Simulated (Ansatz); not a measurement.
# Ge (Germanium): a single-point run

Wanted: a converged single-point run for Ge (Germanium), and a check of what comes out. The structure is shown as the input types it.

Program: Ansatz 0.2.0. Level of theory: DFT, r2SCAN, PAW with Ansatz's default frozen-core files, scalar-relativistic; levels and slopes on a fine mesh, independent-particle optical spectra. These are calculated values, not measurements.

## Step 1: Starting point

Symmetry: Fd-3m, No. 227, cubic system. The conventional cell has a = 5.675 Å, b = 5.675 Å, c = 5.675 Å, α = 90.00°, β = 90.00°, γ = 90.00°. Ge (site symmetry -43m) is surrounded by 4 Ge at 2.46 Å.

Coordinates:

```cif
data_structure
_symmetry_space_group_name_H-M 'Fd-3m:1'
_symmetry_Int_Tables_number 227
_cell_length_a 5.6751
_cell_length_b 5.6751
_cell_length_c 5.6751
_cell_angle_alpha 90.000
_cell_angle_beta 90.000
_cell_angle_gamma 90.000
_cell_volume 182.77
loop_
_atom_site_label
_atom_site_type_symbol
_atom_site_symmetry_multiplicity
_atom_site_Wyckoff_symbol
_atom_site_fract_x
_atom_site_fract_y
_atom_site_fract_z
_atom_site_occupancy
Ge1 Ge 8 a 0.50000 0.00000 0.50000 1
```

## Step 2: Running it

File input.yaml:

```yaml
crystal:
  lattice:
    - [0.0, 2.83753082396, 2.83753082396]
    - [2.83753082396, 0.0, 2.83753082396]
    - [2.83753082396, 2.83753082396, 0.0]
  atoms:
    - { symbol: Ge, position: [0.5, 0.5, 0.5] }
    - { symbol: Ge, position: [0.75, 0.75, 0.75] }
kpoints:
  mp_grid: { grid: [12, 12, 12] }
scf:
  occupations: { method: fixed }
  max_iter: 100
hamiltonian:
  xc: r2scan
  pseudopotentials: { kind: paw }
output:
  forces: true
  stress: true
  eigenvalues: true
  eigenstates:
    nscf_kmesh: { grid: [12, 12, 12] }
    de_dk: true
    e_range: [-9, 10.35429715451]
  optics:
    e_range: [0, 20]
    de: 0.2
    sigma: 0.15
    bands: { spectra_wanted_up_to: 20 }
    nscf_kmesh: { grid: [12, 12, 12] }
checkpoint:
  write: ck
  write_wavefunctions: false
ENCUT: 0.3
```

The run is started by

```
ansatz run input.yaml --threads 1 --pin off --max-ram 3072MiB --backend cpu --events-out ev --progress --plain --runs-dir out
```

Standard output:

```text
Error: YAML parse error: error: line 34 column 1: unknown field `ENCUT`, expected one of crystal, accuracy, basis, kpoints, hamiltonian, magnetization, projection, total_charge, correlation, batch, efield, external_charges, scf, relax, neb, saddle, md, ramp, phonons, dielectric, real_time, elastic, magnetic_configurations, gw, evaluate, workflow, output, checkpoint, execution
  --> <input>:34:1
   |
32 |   write: ck
33 |   write_wavefunctions: false
34 | ENCUT: 0.3
   | ^ unknown field `ENCUT`, expected one of crystal, accuracy, basis, kpoints, hamiltonian, magnetization, projection, total_charge, correlation, batch, efield, external_charges, scf, relax, neb, saddle, md, ramp, phonons, dielectric, real_time, elastic, magnetic_configurations, gw, evaluate, workflow, output, checkpoint, execution
```

It took 0.02 s on 1 thread of Intel Xeon Platinum 8488C (Sapphire Rapids), shared host; peak memory 0.03 GiB.

## Step 3: Diagnosis

Nothing was computed: the input was turned down at the start. The line that matters: «line 34 column 1: unknown field `ENCUT`, expected one of crystal, accuracy, basis, kpoints, hamiltonian, magnetization, ...»

The suspect setting: ENCUT is 0.3. The key belongs to a different code's input format, or to another block.

Fix: delete ENCUT.

## Step 4: Again, with the input mended

Besides the cure, the input differs in scf.max_iter.

Edit input.yaml of step 2 so:

```diff
@@ -12,3 +12,2 @@
   occupations: { method: fixed }
-  max_iter: 100
 hamiltonian:
@@ -33,2 +32 @@
   write_wavefunctions: false
-ENCUT: 0.3
```

The run is started by

```
ansatz run input.yaml --threads 1 --pin off --max-ram 3072MiB --backend cpu --events-out ev --progress --plain --runs-dir out
```

From the output:

```text
[...]
Basis set: ecut = 500 eV, 1211 PW (Γ), exchange–correlation on 120×120×120 points (64 copies of the dense FFT grid, shifted against one another)
[...]
k-points: 72 of 1728
[...]
SCF iter   1: F=—  HF=-8605.804522 eV  |F-HF|=—  |Δ(HF+E_count)|=         —  Δρ=6.28e-3  dr2=5.64e-3  dr2_τ=4.38e-3  ethr=1.77e-3  ⟨swp⟩=4.8  Hψ=5204  notcnv=0  defer=125
preconditioner: auto → none  [insulator: Δε(μ)=0.303 eV  Ē_g=24.397 eV  n_scr=14 (ndim 8)  ℏωp=29.1 eV  f_vac=0.081  ε∞_Penn≈2.4]
SCF iter   2: F=—  HF=-8605.813425 eV  |F-HF|=—  |Δ(HF+E_count)|=   8.90e-3  Δρ=1.35e-3  dr2=4.56e-4  dr2_τ=2.09e-5  ethr=2.02e-5  ⟨swp⟩=2.6  Hψ=3084  notcnv=0  defer=136
[...]
SCF iter   7: F=—  HF=-8605.813485 eV  |F-HF|=—  |Δ(HF+E_count)|=  3.53e-10  Δρ=1.00e-7  dr2=2.11e-12  dr2_τ=1.23e-13  ethr=1.00e-12  ⟨swp⟩=7.8  Hψ=7079  notcnv=0
SCF iter   8: F=-8605.813485 eV  HF=-8605.813485 eV  |F-HF|=3.64e-12  |Δ(HF+E_count)|=  7.28e-12  Δρ=1.13e-8  dr2=5.74e-14  dr2_τ=6.08e-16  ethr=1.00e-12  ⟨swp⟩=4.9  Hψ=4723  notcnv=0
[...]
SCF converged after 8 iterations
Free energy (F): -8605.813485 eV
[...]
E sigma→0 (E₀):  -8605.813485 eV
Fermi energy:    8.256723 eV
[...]
  P = ⅓ Tr σ = 0.0010 GPa (0.010 kbar)
[...]
```

It took 97 s on 1 thread of Intel Xeon Platinum 8488C (Sapphire Rapids), shared host; peak memory 0.88 GiB.

## Step 5: What came out

| quantity | value |
| --- | --- |
| first try | refused |
| cause | a key that the program doesn't have there |
| second try | converged, 8 SCF cycles |
| energy (zero set by the potentials) | -8605.8135 eV |
| pressure | 0.00 GPa |
| gap on the mesh | 0.35 eV |
| largest force | 0.000 eV/Å |

**Reading.** The mended input goes through in 8 SCF cycles.

The gaps are Kohn-Sham values of a semilocal functional, not quasiparticle or optical gaps. Such gaps usually fall short of the measured ones.
